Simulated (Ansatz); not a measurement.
Working through a single point from an input typed as a dict of Na2AgMoF6, space group Fm-3m

Computed with the Python package of Ansatz (0.2.0).

Notebook, run cell by cell (the value of a cell's last expression is shown):

```python
import warnings

import ansatz as az
import numpy as np

warnings.simplefilter("ignore", az.DeckWarning)
```

```python
inputs = {
    "crystal": {
        "lattice": [
            [0.0, 4.431676, 4.431676],
            [4.431676, 0.0, 4.431676],
            [4.431676, 4.431676, 0.0],
        ],
        "atoms": [
            {"symbol": "Na", "position": [0.25, 0.25, 0.25]},
            {"symbol": "Na", "position": [0.75, 0.75, 0.75]},
            {"symbol": "Ag", "position": [0.5, 0.5, 0.5]},
            {"symbol": "Mo", "position": [0.0, 0.0, 0.0]},
            {"symbol": "F", "position": [0.232761, 0.232761, 0.767239]},
            {"symbol": "F", "position": [0.232761, 0.767239, 0.767239]},
            {"symbol": "F", "position": [0.767239, 0.767239, 0.232761]},
            {"symbol": "F", "position": [0.232761, 0.767239, 0.232761]},
            {"symbol": "F", "position": [0.767239, 0.232761, 0.767239]},
            {"symbol": "F", "position": [0.767239, 0.232761, 0.232761]},
        ],
    },
    "kpoints": {"mp_grid": {"kspacing": 0.3}},
    "hamiltonian": {"xc": "pbe"},
    "scf": {"occupations": {"method": "fermi_dirac", "width": 0.05}},
    "basis": {"ecutwfc": 420},
    "output": {"forces": True, "stress": True},
}
```

```python
out = az.Session.from_dict(inputs).plan(threads=1).execute()
data = out.report
```

    

```python
data["mixing_algorithm"], data["preconditioner"], data["eigensolver"]
```

    ('MSR1', 'LDOS', 'band_cg')

```python
data["n_electrons"]
```

    93.0

```python
for key in ("converged", "n_iterations", "n_electrons", "n_kpoints", "n_pw", "n_symmetry_ops", "free_energy_ev", "fermi_energy_ev"):
    print(f"{key:18s} {data[key]}")
```

    converged          True
    n_iterations       9
    n_electrons        93.0
    n_kpoints          10
    n_pw               3479
    n_symmetry_ops     48
    free_energy_ev     -20371.979792259084
    fermi_energy_ev    6.20823015477826

```python
# the stress is positive in compression
sigma = data["stress_gpa"]
voigt = [sigma[0][0], sigma[1][1], sigma[2][2], sigma[1][2], sigma[0][2], sigma[0][1]]
print("stress xx yy zz yz xz xy (GPa, compression positive):", " ".join(f"{s:.3f}" for s in voigt))
print("P =", round(10 * float(np.mean(voigt[:3])), 2), "kbar")
```

    stress xx yy zz yz xz xy (GPa, compression positive): -1.357 -1.357 -1.357 0.000 -0.000 0.000
    P = -13.57 kbar

```python
print("doubts on the final state:", data["published_state_doubts"] or "none")
print("warnings:", sorted({n["data"]["kind"] for n in out.notices if n["data"].get("severity") in ("warning", "doubt")}) or "none")
```

    doubts on the final state: none
    warnings: none

Caveats:
- Total energies depend on the potentials; only differences at equal settings carry meaning. A total without «per atom» is that of the cell as typed.
- The cell holds an odd number of electrons and is run without spin, so a magnetic state may lie lower.
- For a metal this k-point mesh is coarse: on a finer one energies can move by several to tens of meV an atom and pressures by half a GPa or more, differences at one mesh by less.
- The zero of the levels is a convention of the potentials, so an absolute Fermi energy is no work function.
- This cell is a computed structure, which may not be the phase found in nature.
- It ran for 5.1 s on 1 thread of Arm Neoverse V2, on a shared host, peak memory 0.54 GiB.

(Lines on the test bed's own set-up are left out of the output.)
